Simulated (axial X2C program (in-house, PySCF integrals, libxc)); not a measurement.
# SnC⁺: EOM-EA-CCSD levels

Wanted for SnC⁺: EOM-EA-CCSD levels, at the two-component level.

Method: two-component X2C with atomic mean-field terms, Sn dyall-acv3z, C dyall-av3z; program: an in-house X2C program for linear molecules on PySCF integrals.

All values are calculated.

**1. Input**

The input, task.json:

```json
{"zs": [50, 6], "q": 1, "bas": ["dyall-acv3z", "dyall-av3z"], "r0": 1.97, "eom": "ea", "thr": -2.0, "nmax": 92, "grid": [1, 0.96, 1.045, 0.92, 1.09, 1.15]}
```

Keys: zs atomic numbers; q charge; bas basis sets; r0 starting distance in Å; eom kind of EOM run; thr threshold in hartree for freezing inner shells (an s shell follows its p shell); nmax most natural virtual spinors; grid distances as factors.

Launch:

```sh
python soeom.py task.json out
```

Further steps of the session: EOM-EA-CCSD at 2.113 Å.

**Question.** What will these runs give? Wanted: next root led by one particle; T1 of the reference; lowest state, Re and ωe.

**Answer**, as computed:

| quantity | value |
| --- | --- |
| lowest root at 2.113 Å | Ω = 1/2, 15.740 eV |
| next root led by one particle | Ω = 1/2, about 8310 cm⁻¹ higher |
| T1 of the reference | 0.018 |
| lowest state, Re and ωe | 2.129 Å, 590 cm⁻¹ |

**Reading.** The added electron is bound by 15.74 eV in a spinor of 58% C pσ, 28% Sn pσ. Errors of 0.1 to 0.3 eV are usual at this size, and roots led by higher excitations are left out, so the list is incomplete, and low states of that kind can be missing. T1 or the largest double amplitude of the reference is raised, which lowers the reliability.
